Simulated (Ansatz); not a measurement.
Runs of Ansatz 0.2.0 on CaF. The cell holds a sheet with vacuum, 2 atoms: a = 3.725 Å, b = 3.725 Å, c = 25.528 Å, α = 90.00°, β = 90.00°, γ = 120.00°. The cell was built by a generator and needn't be a form met in nature.

```tsv
task	level	cutoff (eV)	basis error allowed	gap on the mesh (eV)	largest force (eV/Å)
single point	PBEsol	248	0.002 eV/atom	none	0.15
single point	PBE	248	0.002 eV/atom	none	0.02
single point	PBE	268	0.001 eV/atom	none	0.02
single point	LDA	248	0.002 eV/atom	none	(a)
projected density of states	PBE	248	0.002 eV/atom	-	0.02
```

Alike in all rows: potentials or basis all-electron LAPW, scalar-relativistic; no spin polarisation; cell as given; k mesh 8 × 8 × 1; smearing fermi-dirac 0.05 eV.

Problem. Estimate the missing entries.

Solution. (a) 0.41.

Caveats: an odd number of electrons without spin polarisation forces a metal; a magnetic or distorted state may lie lower; the density of states is complete only up to the lowest level of the last band computed (some runs).

A gap of «none» marks a metal or a gap under the smearing width.
